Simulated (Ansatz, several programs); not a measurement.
AgLaS₂, ordered on the rocksalt lattice (R-3m) with 8 atoms a cell (it has left that coordination), relaxed with r2SCAN in Ansatz (plane waves, PAW): space group R-3m (No. 166), trigonal; conventional cell a = 4.787 Å, c = 28.450 Å, 23.53 Å³ an atom. Ag is surrounded by 4 S at 2.53–2.77 Å and 3 Ag at 2.77 Å; La is surrounded by 7 S at 2.81–3.18 Å; S is surrounded by 6 Ag at 2.77 Å and 2 La at 3.18 Å; S is surrounded by 1 Ag at 2.53 Å and 3 La at 2.81 Å; S is surrounded by 6 La at 3.17 Å. The cell was then scaled with its shape and fractional coordinates held, which makes it stiffer than a relaxed compression. All values are calculated for a non-magnetic cell, which may be hypothetical.

```tsv
V (Å³/atom)	E (meV/atom)
22.114	21.62
22.819	5.11
23.525	0.00
24.937	17.46
```

Problem. Pass a cubic E = c₀ + c₁u + c₂u² + c₃u³, with u = V − 23.349 Å³, through these points.

Solution. c₀ = 0.29, c₁ = -3.448, c₂ = 10.222, c₃ = -0.7835 (meV and Å³).

Problem. Where is the minimum, and what bulk modulus follows?

Solution. dE/du = 0 at u = +0.172, so V₀ = 23.52 Å³. B = V₀ d²E/dV² = 23.52 × (2c₂ + 6c₃u) = 23.52 × 19.636 = 462 meV/Å³, and 1 meV/Å³ is 0.16022 GPa: 74 GPa. A third-order Birch-Murnaghan fit to all five points gives 23.53 Å³ and 73 GPa.

Problem. Predict the energy and the pressure at the withheld volume, 24.231 Å³.

Solution. With u = +0.882: E ≈ 4.66 meV and P = −dE/dV ≈ -2.04 GPa. The run gives 4.60 meV and, from its stress, -2.03 GPa.
